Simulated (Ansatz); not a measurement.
# AlC6: one candidate of a structure search, part 1 of 2

The task: take a trial cell of AlC6 to zero force and stress.

Method: DFT PBE, scalar-relativistic, plane waves, PAW, in Ansatz 0.2.0.

## Step 1: Starting point

It takes space group Pm-3m (No. 221, cubic). Conventional cell: a = 4.732 Å, b = 4.732 Å, c = 4.732 Å, α = 90.00°, β = 90.00°, γ = 90.00°. Al (site symmetry m-3m) is surrounded by 24 C at 3.49 Å. C (site symmetry 4mm) is surrounded by 5 C at 1.94 to 1.99 Å.

As a file:

```cif
data_structure
_symmetry_space_group_name_H-M 'Pm-3m'
_symmetry_Int_Tables_number 221
_cell_length_a 4.7318
_cell_length_b 4.7318
_cell_length_c 4.7318
_cell_angle_alpha 90.000
_cell_angle_beta 90.000
_cell_angle_gamma 90.000
_cell_volume 105.94
loop_
_atom_site_label
_atom_site_type_symbol
_atom_site_symmetry_multiplicity
_atom_site_Wyckoff_symbol
_atom_site_fract_x
_atom_site_fract_y
_atom_site_fract_z
_atom_site_occupancy
Al1 Al 1 a 0.00000 0.00000 0.00000 1
C1 C 6 f 0.21000 0.50000 0.50000 1
```

The cell is invented: species swapped into a database cell of SiB6 (Pm-3m, No. 221), with Al on the Si sites and C on the B sites. Lengths come from tabulated atomic sizes and are only a guess.

## Step 2: The guess as it stands, on a coarse mesh

The input, input.yaml:

```yaml
crystal:
  lattice:
    - [4.73179237, 0.0, 0.0]
    - [0.0, 4.73179237, 0.0]
    - [0.0, 0.0, 4.73179237]
  atoms:
    - { symbol: Al, position: [0.0, 0.0, 0.0] }
    - { symbol: C, position: [0.20999999, 0.5, 0.5] }
    - { symbol: C, position: [0.5, 0.20999999, 0.5] }
    - { symbol: C, position: [0.79000001, 0.5, 0.5] }
    - { symbol: C, position: [0.5, 0.79000001, 0.5] }
    - { symbol: C, position: [0.5, 0.5, 0.20999999] }
    - { symbol: C, position: [0.5, 0.5, 0.79000001] }
basis:
  ecutwfc: 420
kpoints:
  mp_grid: { grid: [4, 4, 4] }
hamiltonian:
  xc: pbe
scf:
  occupations: { method: gaussian, width: 0.1 }
  lower_state_search: "off"
output:
  forces: true
  stress: true
  eigenvalues: true
```

Started as:

```console
> ansatz run input.yaml --threads 1 --pin off --max-ram 2048MiB --backend cpu --events-out ev --progress --plain --runs-dir out
```

The program printed, shortened:

```text
Warning: RAYON_NUM_THREADS=1 ignored (pool sized by the plan → 1); use --threads N
[...]
Pseudopotentials: kind: paw
Pseudopotential: Al, paw, valence charge 3, recommended cutoff 420 eV (normal), Al.paw.azcp
Pseudopotential: C, paw, valence charge 4, recommended cutoff 420 eV (normal), C.paw.azcp
Functional definition: PBE
[...]
Crystal: 7 atoms, lattice volume = 105.944 Å³
Basis set: ecut = 420 eV, 2103 PW (Γ), exchange–correlation on 64×64×64 points (8 copies of the dense FFT grid, shifted against one another)
Bands: 21, of which v1, the nominal top of the filled ones, is band 14 counted from 1 (13 counted from 0)
Symmetry: 48 space group operations
Space group: Pm-3m (ITA 221), of the structure as read, at distance tolerance 4.7e-5 Å
k-points: 10 of 64
[...]
SCF iter   1: F=—  HF=-2019.279978 eV  |F-HF|=—  |Δ(HF+E_count)|=         —  Δρ=1.33e-2  dr2=8.55e-2  ethr=1.77e-3  ⟨swp⟩=5.6  Hψ=962  notcnv=0
[...]
SCF iter   7: F=-2019.275406 eV  HF=-2019.275406 eV  |F-HF|=6.36e-10  |Δ(HF+E_count)|=   3.50e-7  Δρ=2.37e-6  dr2=1.39e-8  ethr=3.70e-10  ⟨swp⟩=8.1  Hψ=902  notcnv=0
[...]
SCF converged after 7 iterations
Free energy (F): -2019.275406 eV
[...]
E sigma→0 (E₀):  -2019.264519 eV
Entropy (-TS):   -0.021773 eV (-3.110 meV/atom)
Fermi energy:    4.178350 eV
[...]
--- Forces (eV/Å), atoms counted from 1 ---
  atom   1  Al    -0.00000000     0.00000000     0.00000000
  atom   2  C      1.29978164    -0.00000000     0.00000000
  atom   3  C      0.00000000     1.29978164     0.00000000
  atom   4  C     -1.29978164     0.00000000     0.00000000
  atom   5  C     -0.00000000    -1.29978164     0.00000000
  atom   6  C     -0.00000000     0.00000000     1.29978164
  atom   7  C     -0.00000000     0.00000000    -1.29978164
[...]
--- Stress (GPa, compression-positive) ---
      -16.914345       0.000000      -0.000000
        0.000000     -16.914345       0.000000
        0.000000       0.000000     -16.914345
  P = ⅓ Tr σ = -16.9143 GPa (-169.143 kbar)
--- Band table (eV; the first three rows and the last of 10) ---
  k-point 0: bands = ["-12.9950", "-6.2779", "-6.2779", "-6.2779", "-5.1045", "-5.1045", "-3.7913", "0.6868", "0.6868", "0.6868", "0.7644", "3.9263", "3.9263", "3.9263", "4.3988", "4.3988", "4.3988", "7.0147", "7.0147", "7.0147", "8.3286"]
[...]
```

It took 1.5 s on 1 thread of Intel Xeon Platinum 8259CL at 2.50GHz (Skylake/Cascade Lake), shared host; peak memory 0.38 GiB.

Read-out: pressure -16.9 GPa, largest force 1.30 eV/Å, gap on this mesh none (metal). A cheap, loose relaxation comes first.

## Step 3: A loose first relaxation

Changes to input.yaml since step 2:

```diff
@@ -26 +26,6 @@
   eigenvalues: true
+relax:
+  adjacent_minimum: "off"
+  f_tol: 0.04
+  max_steps: 70
+  cell: { stress_tol: 0.4 }
```

Started as:

```console
> ansatz run input.yaml --threads 1 --pin off --max-ram 2048MiB --backend cpu --events-out ev --progress --plain --runs-dir out
```

The program printed:

```text
Warning: RAYON_NUM_THREADS=1 ignored (pool sized by the plan → 1); use --threads N
Engine: ansatz 0.2.0, x86_64-unknown-linux-gnu
[... 4 set-up lines as earlier in the session ...]
  parameter kappa = 0.804
  parameter beta = 0.06672455060314922
  exchange = pbe_x(kappa = kappa, mu = beta*pi^2/3)
  correlation = pbe_c(beta = beta)
Crystal: 7 atoms, lattice volume = 105.944 Å³
Basis set: ecut = 420 eV, 2103 PW (Γ), exchange–correlation on 64×64×64 points (8 copies of the dense FFT grid, shifted against one another)
Bands: 21, of which v1, the nominal top of the filled ones, is band 14 counted from 1 (13 counted from 0)
[... 2 set-up lines as earlier in the session ...]
k-points: 10 of 64
Non-local potential: Al, projectors of the file, l = 0: 2, l = 1: 2, l = 2: 1
Non-local potential: C, projectors of the file, l = 0: 2, l = 1: 2, l = 2: 1
PAW form: soft (Blöchl's): semilocal exchange-correlation on the pseudo side does not see the compensation charge
PAW one-centre angular grid: Al, 110 points (default); XC on 64 Gauss nodes
PAW one-centre angular grid: C, 110 points (default); XC on 64 Gauss nodes
Initial density: superposition of atomic densities (neutral atoms: chi_scale 0, normalization atom), corrected by the library's trained network
Initial wavefunctions: pseudopotential atomic-orbital guess
Functional: x = pbe(κ = 0.804, μ = 0.2195149727645171), c = pbe(β = 0.06672455060314922)
SCF iter   1: F=—  HF=-2019.279978 eV  |F-HF|=—  |Δ(HF+E_count)|=         —  Δρ=1.33e-2  dr2=8.55e-2  ethr=1.77e-3  ⟨swp⟩=5.6  Hψ=962  notcnv=0
preconditioner: auto → Resta (q_TF=auto, 2.172 Å⁻¹)  ε∞=5.8  [insulator: Δε(μ)=0.100 eV  Ē_g=8.568 eV  σ=0.100 eV  W_gap=0.51  n_scr=18 (ndim 8)  ℏωp=18.7 eV  f_vac=0.000  D(μ)=4.23/eV (n_scr^D=32)  ε∞_Penn≈5.8]
SCF iter   2: F=—  HF=-2019.274879 eV  |F-HF|=—  |Δ(HF+E_count)|=   5.10e-3  Δρ=6.93e-3  dr2=2.26e-2  ethr=3.17e-4  ⟨swp⟩=1.0  Hψ=290  notcnv=0
preconditioner: auto → Kerker (q_TF=auto, 2.172 Å⁻¹)  [metal: Δε(μ)=0.093 eV  Ē_g=8.547 eV  σ=0.100 eV  W_gap=0.48  n_scr=18 (ndim 8)  ℏωp=18.7 eV  f_vac=0.000  D(μ)=4.32/eV (n_scr^D=32)]
SCF iter   3: F=—  HF=-2019.275141 eV  |F-HF|=—  |Δ(HF+E_count)|=   2.63e-4  Δρ=4.77e-4  dr2=4.52e-4  ethr=8.37e-5  ⟨swp⟩=2.3  Hψ=325  notcnv=0
SCF iter   4: F=—  HF=-2019.275211 eV  |F-HF|=—  |Δ(HF+E_count)|=   6.94e-5  Δρ=2.11e-4  dr2=4.70e-5  ethr=1.67e-6  ⟨swp⟩=2.1  Hψ=328  notcnv=0
SCF iter   5: F=—  HF=-2019.275399 eV  |F-HF|=—  |Δ(HF+E_count)|=   1.89e-4  Δρ=5.48e-5  dr2=6.20e-6  ethr=1.74e-7  ⟨swp⟩=2.1  Hψ=305  notcnv=0
SCF iter   6: F=—  HF=-2019.275406 eV  |F-HF|=—  |Δ(HF+E_count)|=   6.09e-6  Δρ=1.32e-5  dr2=3.05e-7  ethr=2.30e-8  ⟨swp⟩=2.4  Hψ=323  notcnv=0
SCF iter   7: F=-2019.275406 eV  HF=-2019.275406 eV  |F-HF|=6.36e-10  |Δ(HF+E_count)|=   3.50e-7  Δρ=2.37e-6  dr2=1.39e-8  ethr=3.70e-10  ⟨swp⟩=8.1  Hψ=902  notcnv=0
SCF 1 converged in 7 iterations: F = -2019.275406 eV  dr2 = 1.39e-8
relax step   1: F+E_penalty+E_count = -2019.27540592 eV  Δ(F+E_penalty+E_count) = +0.000e0 eV  max|allowed force component| = 1.300e0 eV/Å  Δτ_max = 0.0000 Å  P = -16.914 GPa  Ω = 105.944 Å³  (7 SCF iters, dr2 threshold 1.00e-7 eV, accepted)
Crystal: 7 atoms, lattice volume = 91.189 Å³
Basis set: ecut = 420 eV, 1791 PW (Γ), exchange–correlation on 64×64×64 points (8 copies of the dense FFT grid, shifted against one another)
Initial density: handed on by an earlier stage of this run
Initial wavefunctions: those handed on with the density
iter 1 solved again at ethr=8.12e-5 eV; its pass at ethr=3.10e-3 eV (dr2=2.19e-2 eV) is discarded
SCF iter   1: F=—  HF=-2020.760594 eV  |F-HF|=—  |Δ(HF+E_count)|=         —  Δρ=6.60e-3  dr2=2.19e-2  ethr=8.12e-5  ⟨swp⟩=1.0  Hψ=1450  notcnv=0
preconditioner: auto → Kerker (q_TF=auto, 2.227 Å⁻¹)  [metal: Δε(μ)=0.064 eV  Ē_g=9.351 eV  σ=0.100 eV  W_gap=0.32  n_scr=18 (ndim 8)  ℏωp=20.2 eV  f_vac=0.000  D(μ)=8.06/eV (n_scr^D=92)]
SCF iter   2: F=—  HF=-2020.762512 eV  |F-HF|=—  |Δ(HF+E_count)|=   1.92e-3  Δρ=3.75e-3  dr2=7.84e-3  ethr=8.12e-5  ⟨swp⟩=1.0  Hψ=210  notcnv=0
SCF iter   3: F=—  HF=-2020.762615 eV  |F-HF|=—  |Δ(HF+E_count)|=   1.03e-4  Δρ=2.97e-4  dr2=1.23e-4  ethr=2.90e-5  ⟨swp⟩=2.4  Hψ=352  notcnv=0
SCF iter   4: F=—  HF=-2020.762711 eV  |F-HF|=—  |Δ(HF+E_count)|=   9.61e-5  Δρ=5.67e-5  dr2=7.63e-6  ethr=4.56e-7  ⟨swp⟩=2.2  Hψ=243  notcnv=0
iter 5 did not close the SCF: its close was put off for the readings that it lacked (scf_convergence_deferred on its scf_iter line)
SCF iter   5: F=-2020.762711 eV  HF=-2020.762711 eV  |F-HF|=3.07e-8  |Δ(HF+E_count)|=   4.11e-7  Δρ=1.91e-5  dr2=4.89e-7  ethr=2.83e-8  ⟨swp⟩=3.0  Hψ=340  notcnv=0
SCF iter   6: F=-2020.762711 eV  HF=-2020.762711 eV  |F-HF|=8.85e-9  |Δ(HF+E_count)|=   1.02e-7  Δρ=3.82e-6  dr2=1.77e-8  ethr=1.81e-9  ⟨swp⟩=2.7  Hψ=797  notcnv=0
SCF 2 converged in 6 iterations: F = -2020.762711 eV  dr2 = 1.77e-8
relax step   2: F+E_penalty+E_count = -2020.76271117 eV  Δ(F+E_penalty+E_count) = -1.487e0 eV  max|allowed force component| = 1.959e-1 eV/Å  Δτ_max = 0.0103 Å  P = -16.662 GPa  Ω = 91.189 Å³  energy of the carried Pulay correction = +1.890e-2 eV  (6 SCF iters, dr2 threshold 7.00e-7 eV, accepted)
Crystal: 7 atoms, lattice volume = 78.111 Å³
Basis set: ecut = 420 eV, 1551 PW (Γ), exchange–correlation on 64×64×64 points (8 copies of the dense FFT grid, shifted against one another)
iter 1 solved again at ethr=8.95e-5 eV; its pass at ethr=3.10e-3 eV (dr2=2.42e-2 eV) is discarded
SCF iter   1: F=—  HF=-2022.471783 eV  |F-HF|=—  |Δ(HF+E_count)|=         —  Δρ=7.53e-3  dr2=2.45e-2  ethr=8.95e-5  ⟨swp⟩=1.2  Hψ=1470  notcnv=0
preconditioner: auto → Resta (q_TF=auto, 2.286 Å⁻¹)  ε∞=5.3  [insulator: Δε(μ)=0.131 eV  Ē_g=10.479 eV  σ=0.100 eV  W_gap=0.58  n_scr=18 (ndim 8)  ℏωp=21.8 eV  f_vac=0.000  D(μ)=2.99/eV (n_scr^D=26)  ε∞_Penn≈5.3]
SCF iter   2: F=—  HF=-2022.475712 eV  |F-HF|=—  |Δ(HF+E_count)|=   3.93e-3  Δρ=3.94e-3  dr2=5.63e-3  ethr=8.95e-5  ⟨swp⟩=1.0  Hψ=210  notcnv=0
SCF iter   3: F=—  HF=-2022.477492 eV  |F-HF|=—  |Δ(HF+E_count)|=   1.78e-3  Δρ=4.77e-4  dr2=8.58e-5  ethr=2.08e-5  ⟨swp⟩=2.6  Hψ=329  notcnv=0
SCF iter   4: F=—  HF=-2022.477510 eV  |F-HF|=—  |Δ(HF+E_count)|=   1.80e-5  Δρ=5.29e-5  dr2=1.90e-6  ethr=3.18e-7  ⟨swp⟩=2.9  Hψ=346  notcnv=0
SCF iter   5: F=-2022.477512 eV  HF=-2022.477512 eV  |F-HF|=5.52e-8  |Δ(HF+E_count)|=   1.51e-6  Δρ=1.07e-5  dr2=8.28e-8  ethr=2.59e-9  ⟨swp⟩=5.6  Hψ=913  notcnv=0
SCF 3 converged in 5 iterations: F = -2022.477512 eV  dr2 = 8.28e-8
relax step   3: F+E_penalty+E_count = -2022.47751196 eV  Δ(F+E_penalty+E_count) = -1.715e0 eV  max|allowed force component| = 1.500e0 eV/Å  Δτ_max = 0.0194 Å  P = -17.874 GPa  Ω = 78.111 Å³  energy of the carried Pulay correction = +3.820e-2 eV  (5 SCF iters, dr2 threshold 7.00e-7 eV, accepted)
[... 12 lines left out ...]
relax step   4: F+E_penalty+E_count = -2023.67192628 eV  Δ(F+E_penalty+E_count) = -1.194e0 eV  max|allowed force component| = 3.195e0 eV/Å  Δτ_max = 0.0262 Å  P = -8.331 GPa  Ω = 66.377 Å³  energy of the carried Pulay correction = +5.802e-2 eV  (6 SCF iters, dr2 threshold 7.00e-7 eV, accepted)
[... 12 lines left out ...]
relax step   5: F+E_penalty+E_count = -2025.66349139 eV  Δ(F+E_penalty+E_count) = -1.992e0 eV  max|allowed force component| = 2.877e0 eV/Å  Δτ_max = 0.0676 Å  P = +7.906 GPa  Ω = 55.658 Å³  energy of the carried Pulay correction = +7.857e-2 eV  (6 SCF iters, dr2 threshold 7.00e-7 eV, accepted)
[... 9 lines left out ...]
relax step   6: F+E_penalty+E_count = -2025.88708620 eV  Δ(F+E_penalty+E_count) = -2.236e-1 eV  max|allowed force component| = 1.089e0 eV/Å  Δτ_max = 0.0514 Å  P = +17.675 GPa  Ω = 55.278 Å³  energy of the carried Pulay correction = +7.935e-2 eV  (5 SCF iters, dr2 threshold 7.00e-7 eV, accepted)
[... 10 lines left out ...]
relax step   7: F+E_penalty+E_count = -2025.99204169 eV  Δ(F+E_penalty+E_count) = -1.050e-1 eV  max|allowed force component| = 4.100e-1 eV/Å  Δτ_max = 0.0054 Å  P = -9.111 GPa  Ω = 62.401 Å³  energy of the carried Pulay correction = +6.535e-2 eV  (5 SCF iters, dr2 threshold 7.00e-7 eV, accepted)
[... 10 lines left out ...]
relax step   8: F+E_penalty+E_count = -2026.08573505 eV  Δ(F+E_penalty+E_count) = -9.369e-2 eV  max|allowed force component| = 1.480e-1 eV/Å  Δτ_max = 0.0036 Å  P = +0.929 GPa  Ω = 59.110 Å³  energy of the carried Pulay correction = +7.167e-2 eV  (5 SCF iters, dr2 threshold 7.00e-7 eV, accepted)
[... 7 lines left out ...]
relax step   9: F+E_penalty+E_count = -2026.08634474 eV  Δ(F+E_penalty+E_count) = -6.097e-4 eV  max|allowed force component| = 1.539e-5 eV/Å  Δτ_max = 0.0013 Å  P = -0.057 GPa  Ω = 59.304 Å³  energy of the carried Pulay correction = +7.129e-2 eV  (3 SCF iters, dr2 threshold 7.00e-7 eV, accepted)
Basis set: ecut = 420 eV, 1189 PW (Γ), exchange–correlation on 54×54×54 points (8 copies of the dense FFT grid, shifted against one another)
Initial wavefunctions: pseudopotential atomic-orbital guess (no wavefunctions were taken with the density)
iter 1 solved again at ethr=2.88e-7 eV; its pass at ethr=3.10e-3 eV (dr2=7.78e-5 eV) is discarded
SCF iter   1: F=—  HF=-2026.065010 eV  |F-HF|=—  |Δ(HF+E_count)|=         —  Δρ=7.59e-4  dr2=4.08e-5  ethr=2.88e-7  ⟨swp⟩=3.0  Hψ=1496  notcnv=0
preconditioner: auto → Resta (q_TF=auto, 2.393 Å⁻¹)  ε∞=5.1  [insulator: Δε(μ)=0.658 eV  Ē_g=12.371 eV  σ=0.100 eV  W_gap=0.93  n_scr=18 (ndim 8)  ℏωp=25.1 eV  f_vac=0.000  D(μ)=0.87/eV (n_scr^D=6)  ε∞_Penn≈5.1]
SCF iter   2: F=—  HF=-2026.065056 eV  |F-HF|=—  |Δ(HF+E_count)|=   4.57e-5  Δρ=4.00e-4  dr2=1.03e-5  ethr=1.51e-7  ⟨swp⟩=2.0  Hψ=331  notcnv=0
SCF iter   3: F=—  HF=-2026.065108 eV  |F-HF|=—  |Δ(HF+E_count)|=   5.24e-5  Δρ=2.04e-5  dr2=5.19e-8  ethr=3.80e-8  ⟨swp⟩=2.0  Hψ=345  notcnv=0
SCF iter   4: F=—  HF=-2026.065106 eV  |F-HF|=—  |Δ(HF+E_count)|=   2.26e-6  Δρ=1.51e-6  dr2=1.01e-9  ethr=1.66e-11  ⟨swp⟩=5.8  Hψ=879  notcnv=0
SCF iter   5: F=-2026.065106 eV  HF=-2026.065106 eV  |F-HF|=1.21e-11  |Δ(HF+E_count)|=  5.47e-10  Δρ=3.09e-7  dr2=7.25e-11  ethr=3.75e-12  ⟨swp⟩=2.0  Hψ=614  notcnv=0
SCF 10 converged in 5 iterations: F = -2026.065106 eV  dr2 = 7.25e-11
relax step  10: F+E_penalty+E_count = -2026.06510603 eV  Δ(F+E_penalty+E_count) = +2.124e-2 eV  max|allowed force component| = 5.532e-3 eV/Å  Δτ_max = 0.0000 Å  P = -0.332 GPa  Ω = 59.304 Å³  stress off target by 3.32e-1 GPa  SCF on the basis re-selected at this cell (its energy is not comparable with the rows above)  (5 SCF iters)
basis re-selected at this cell: Δ(F+E_penalty+E_count) = +2.124e-2 eV, ΔP = -0.275 GPa vs the last step (what re-selecting the basis moved, of the pressure what is left beyond the Pulay correction that the steps carried, after the strain that the cell walked since its last selection, with what the two solves' SCF thresholds leave and, on support functions, any second-order correction that the steps lacked; it is no measure of the basis error at this ecutwfc). The dense FFT grid was sized anew with the basis: this SCF ran on 27×27×27 points, the steps before it on 32×32×32, so part of this shift can come from that change (see relax.cell in the input reference). This SCF's stress stands 3.32e-1 GPa from its target on what of the cell is left free (relax.cell.stress_tol is 4.00e-1 GPa) and its largest allowed force component is 5.53e-3 eV/Å (relax.f_tol is 4.00e-2 eV/Å): within both
SCF converged after 5 iterations
Free energy (F): -2026.065106 eV
Harris-Foulkes:  -2026.065106 eV  (|F-HF|=1.21e-11)
Internal energy: -2026.060760 eV  (E = F + TS)
E sigma→0 (E₀):  -2026.062933 eV
Entropy (-TS):   -0.004346 eV (-0.621 meV/atom)
Fermi energy:    10.997104 eV
--- Per-component energies (eV) ---
  E_band       = 36.001642
  E_kinetic    = 553.726162
  E_local      = -769.559815  (includes V_loc(G=0)·N_el)
  E_nonlocal   = 171.427568
  E_hartree    = 250.664858
  E_xc         = -323.022038
  E_vxc        = -379.911010  (∫ρ·V_xc dr)
  E_paw        = -1060.455114  (= ΣΔE_a)
  E_vpaw       = -41.011136  (= ΣTr[D̂ρ^β])
  E_aug_tail   = 0.000043  (compensation charges beyond the density's cutoff)
  E_ewald      = -848.842425
  E_smearing   = -0.004346  (= −TS)
  E_closure    = -0.000000  (closes the sum)
  Σ components = -2026.065106   (vs F -2026.065106, Δ=0.00e0)
--- Forces (eV/Å), atoms counted from 1 ---
  atom   1  Al     0.00000000    -0.00000000    -0.00000000
  atom   2  C     -0.00553183    -0.00000000    -0.00000000
  atom   3  C      0.00000000    -0.00553183    -0.00000000
  atom   4  C      0.00553183     0.00000000     0.00000000
  atom   5  C     -0.00000000     0.00553183     0.00000000
  atom   6  C      0.00000000    -0.00000000    -0.00553183
  atom   7  C     -0.00000000     0.00000000     0.00553183
  max |Σ_I F_I| component: 9.28e-17 eV/Å
--- Stress (GPa, compression-positive) ---
       -0.332357       0.000000      -0.000000
        0.000000      -0.332357       0.000000
       -0.000000       0.000000      -0.332357
  P = ⅓ Tr σ = -0.3324 GPa (-3.324 kbar)
--- Band table (eV; the first three rows and the last of 10) ---
  k-point 0: bands = ["-10.8445", "-3.9859", "-3.9859", "-2.3556", "-1.8330", "-1.8330", "-1.8330", "7.0480", "7.0480", "7.0480", "7.2663", "7.5053", "7.5053", "7.5053", "10.4421", "10.4421", "10.4421", "13.9684", "13.9684", "17.2797", "17.2797"]
  k-point 1: bands = ["-10.5701", "-5.4905", "-3.9384", "-2.7600", "-1.5500", "-1.5500", "0.3842", "4.6151", "4.6151", "6.9470", "6.9560", "7.1170", "8.7927", "8.7927", "11.1399", "12.6377", "12.6377", "13.6333", "14.7957", "15.0634", "16.3049"]
  k-point 2: bands = ["-10.2090", "-6.5897", "-3.8898", "-2.7141", "-1.1897", "-1.1897", "1.6332", "3.3522", "3.3522", "6.4959", "7.1390", "7.1876", "9.1067", "9.1067", "11.8248", "12.1699", "14.0605", "15.2392", "15.2392", "15.4381", "16.5371"]
  k-point 9: bands = ["-8.7905", "-5.9643", "-5.9643", "-5.9643", "0.9322", "0.9322", "0.9322", "3.2089", "3.2089", "3.2089", "6.9852", "11.3842", "11.3842", "11.3842", "11.7040", "11.7040", "14.8955", "14.8955", "14.8955", "14.9891", "14.9891"]
--- Relaxed structure (9 steps of the walk, 9 accepted, 1 SCFs on fresh bases) ---
  F+E_penalty+E_count = -2026.06510603 eV   max|allowed force component| = 5.532e-3 eV/Å   (the final SCF, on the basis selected at the relaxed cell)
  cell:  # Å, volume = 59.3040 Å³
    - [3.8996708000498512, -4.004329342705127e-33, 4.365441207277734e-33]
    - [1.524694539306564e-34, 3.8996708000498503, -5.1358131850326295e-34]
    - [2.2469182684517754e-33, 2.5679065925163143e-34, 3.8996708000498503]
  atoms:
    - { symbol: Al, position: [-6.939407872591571e-19, -2.487712256212063e-19, -1.2438561281060343e-19] }
    - { symbol: C, position: [0.17293414408403718, 0.5, 0.5] }
    - { symbol: C, position: [0.5, 0.17293414408403718, 0.5] }
    - { symbol: C, position: [0.8270658559159628, 0.5, 0.5] }
    - { symbol: C, position: [0.5, 0.8270658559159629, 0.5] }
    - { symbol: C, position: [0.5, 0.5, 0.17293414408403718] }
    - { symbol: C, position: [0.5, 0.5, 0.8270658559159629] }
```

Run time: 16 s. Hardware: 1 thread of Intel Xeon Platinum 8259CL at 2.50GHz (Skylake/Cascade Lake), shared host; peak memory 0.4 GiB.

The steps of the relaxation:

```
step  energy from step 1 (eV/cell)  largest force component (eV/Å)  pressure (GPa)  volume (Å³)
   1                        0.0000                          1.2998          -16.91       105.94
   2                       -1.4873                          0.1959          -16.66        91.19
   3                       -3.2021                          1.5005          -17.87        78.11
   4                       -4.3965                          3.1946           -8.33        66.38
   5                       -6.3881                          2.8769            7.91        55.66
   6                       -6.6117                          1.0889           17.68        55.28
   7                       -6.7166                          0.4100           -9.11        62.40
   8                       -6.8103                          0.1480            0.93        59.11
   9                       -6.8109                          0.0000           -0.06        59.30
  10                       -6.7897                          0.0055           -0.33        59.30
```

Step 1 is the start. Step 10 repeats the geometry before it on a plane-wave basis chosen anew for that cell, so its energy need not be comparable with the rows above.

|  | before | after | change |
| --- | --- | --- | --- |
| a (Å) | 4.732 | 3.900 | -17.6 % |
| b (Å) | 4.732 | 3.900 | -17.6 % |
| c (Å) | 4.732 | 3.900 | -17.6 % |
| volume (Å³/atom) | 15.13 | 8.47 | -44.0 % |
| shortest distance (Å) | 1.941 | 1.349 | -30.5 % |
| space group (0.01 Å) | Pm-3m | Pm-3m | same |

Forces and stress were held to the start's 48 operations: a distortion of lower symmetry was not tested.

(Continued in part 2 of 2.)
